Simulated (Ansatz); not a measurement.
**F4HNbO: one species, many methods**

The task here is to estimate one member of a computed series from the others.

Program: Ansatz 0.2.0, Gaussian basis. Level of theory: functionals in def2-TZVPP, the program's frozen cores in correlated methods. These are calculated values, not measurements.

The runs, in order: LDA (SPW92), PBE-D4, revPBE-D4, BLYP-D4, r2SCAN-D4, B97M-V, PBE0-D4, B3LYP-D4, r2SCANh-D4, r2SCAN0-D4, HSE06-D4, BHLYP-D4, CAM-B3LYP-D4, LC-ωPBE, ωB97X-V, ωB97M-V, B2PLYP, PBE-QIDH; CCSD(T)/def2-SVP; CCSD(T)/def2-TZVPP; MP2/def2-QZVPP; extrapolation to the limit; RPA on PBE.

**The geometry**

An earlier PBE0-D4 in a triple-zeta def2 set relaxation fixed the geometry. Nb takes the def2 core potential; no spin-orbit term is included.

SMILES `[OH][Nb]([F])([F])([F])[F]`, 7 atoms, charge 0, spin multiplicity 1.

Atoms are counted from 1 here; the program's logs count them from 0.

Bond lengths: O1–Nb2 1.857 Å, O1–H7 0.955 Å, Nb2–F3 1.843 Å, Nb2–F4 1.842 Å, Nb2–F5 1.873 Å, Nb2–F6 1.843 Å. Angles: Nb2–O1–H7 178.1°, O1–Nb2–F3 91.8°, O1–Nb2–F4 92.2°, O1–Nb2–F5 179.3°, O1–Nb2–F6 91.7°, F3–Nb2–F4 119.6°, F3–Nb2–F5 88.0°, F3–Nb2–F6 120.3°, F4–Nb2–F5 88.4°, F4–Nb2–F6 119.8°, F5–Nb2–F6 87.9°.

Geometry (Å):

```mol
F4HNbO
  3D, bonds by distance, orders not assigned

  7  6  0  0  0  0  0  0  0  0999 V2000
    0.0787   -1.3491    0.6292 O   0  0
   -0.0124    0.3238   -0.1728 Nb  0  0
    1.7338    0.2072   -0.7509 F   0  0
   -1.3790   -0.2067   -1.2885 F   0  0
   -0.0930    2.0187   -0.9651 F   0  0
   -0.4061    1.1335    1.4359 F   0  0
    0.1391   -2.1957    1.0665 H   0  0
  1  2  8  0
  2  3  8  0
  2  4  8  0
  2  5  8  0
  2  6  8  0
  1  7  8  0
M  END
```

Set-up of the first run:

in.yaml reads:

```yaml
crystal:
  periodic: [false, false, false]
  atoms:
    - {symbol: O, position_ang: [0.078709, -1.349069, 0.629220]}
    - {symbol: Nb, position_ang: [-0.012426, 0.323834, -0.172841]}
    - {symbol: F, position_ang: [1.733847, 0.207150, -0.750884]}
    - {symbol: F, position_ang: [-1.379048, -0.206691, -1.288488]}
    - {symbol: F, position_ang: [-0.092951, 2.018742, -0.965139]}
    - {symbol: F, position_ang: [-0.406079, 1.133503, 1.435872]}
    - {symbol: H, position_ang: [0.139149, -2.195669, 1.066460]}
basis:
  gaussian: {orbitals: def2-TZVPP}
hamiltonian: {xc: lda}
output: {orbitals: {seedname: orbitals}}
```

Run with:

```
$ ansatz run in.yaml --threads 4 --pin off --events-out ev --progress --plain --max-ram 10444MiB
```

Steps of the session up to this table: LDA; PBE-D4 (GGA); revPBE-D4 (GGA); BLYP-D4 (GGA); r2SCAN-D4 (meta-GGA); B97M-V (meta-GGA); B3LYP-D4 (hybrid); r2SCANh-D4 (hybrid); r2SCAN0-D4 (hybrid); HSE06-D4 (hybrid); BHLYP-D4 (hybrid); CAM-B3LYP-D4 (range-separated); LC-ωPBE (range-separated); ωB97X-V (range-separated); ωB97M-V (range-separated); B2PLYP (double hybrid); PBE-QIDH (double hybrid).

One of the session's tables, all rows but one given; the rest of the session is left out.

It belongs to the step «Frontier levels by functional». 

```
  functional  HOMO (eV)  LUMO (eV)  gap (eV)
 LDA (SPW92)      -9.16      -3.48      5.68
      PBE-D4      -8.88      -3.22      5.66
   revPBE-D4          ?          ?         ?
     BLYP-D4      -8.80      -3.16      5.64
   r2SCAN-D4      -9.32      -3.20      6.11
      B97M-V      -9.38      -3.15      6.23
     PBE0-D4     -10.71      -2.52      8.19
    B3LYP-D4     -10.43      -2.77      7.65
  r2SCANh-D4     -10.00      -2.93      7.07
  r2SCAN0-D4     -11.02      -2.50      8.52
    HSE06-D4     -10.29      -2.90      7.39
    BHLYP-D4     -12.46      -1.66     10.80
CAM-B3LYP-D4     -12.23      -1.41     10.82
     LC-ωPBE     -13.55      -0.11     13.44
     ωB97X-V     -13.20      -0.22     12.99
     ωB97M-V     -13.15      -0.26     12.89
```

Estimate the missing values for revPBE-D4.

**Answer.** HOMO (eV): -8.78; LUMO (eV): -3.12; gap (eV): 5.66. In the column «HOMO (eV)» it is the highest.
